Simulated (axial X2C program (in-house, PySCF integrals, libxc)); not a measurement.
# OCuO⁺: bond lengths and stretches, held linear

One table from this session's results is given with a row withheld; the runs are named, their logs left out.

Computed with an in-house X2C program for linear molecules on PySCF integrals. Level: all-electron X2C, two-component (2c) or spin-free, O dyall-av3z, Cu dyall-v3z.

All values are calculated.

2 further runs of the same task are left out: 2 set aside as unsound or not needed.

The first run:

File task.json:

```json
{"zs": [8, 29, 8], "q": 1, "bas": ["dyall-av3z", "dyall-v3z", "dyall-av3z"], "r0": [1.72, 1.72], "symm": 1, "scan": ["PBE0", "HF", "PBE"], "levels": ["PBE0", "HF", "LDA"], "nst": 2}
```

Keys: zs atomic numbers; q charge; bas basis sets; r0 starting distance in Å; symm equal bonds; scan levels of the two-bond scan; levels methods; nst determinants followed.

Launch:

```
$ python solin.py task.json out
```

Masses O 15.995, Cu 62.930, O 15.995 u.

Among the steps run: Scan at PBE0, 2c; Scan at PBE, 2c; Scan at PBE0, spin-free.

One table of the session follows, with a row left open; its other results are not shown here.

| level | lower stretch (cm⁻¹) | upper stretch (cm⁻¹) |
| --- | --- | --- |
| PBE0, 2c | 390.9 | 469.4 |
| PBE, 2c | ? | ? |
| PBE0, spin-free | 391.7 | 469.6 |
| PBE, spin-free | 463.0 | 506.7 |

Q: Estimate the row for PBE, 2c from the others.

**Answer.** lower stretch (cm⁻¹): 462.5; upper stretch (cm⁻¹): 506.4. In the column «lower stretch (cm⁻¹)» it lies between PBE0, spin-free (391.7) and PBE, spin-free (463.0).

Scans not shown above were run alike.

To keep in mind: The molecule was held linear; bending was not examined, so a bent shape may lie lower.
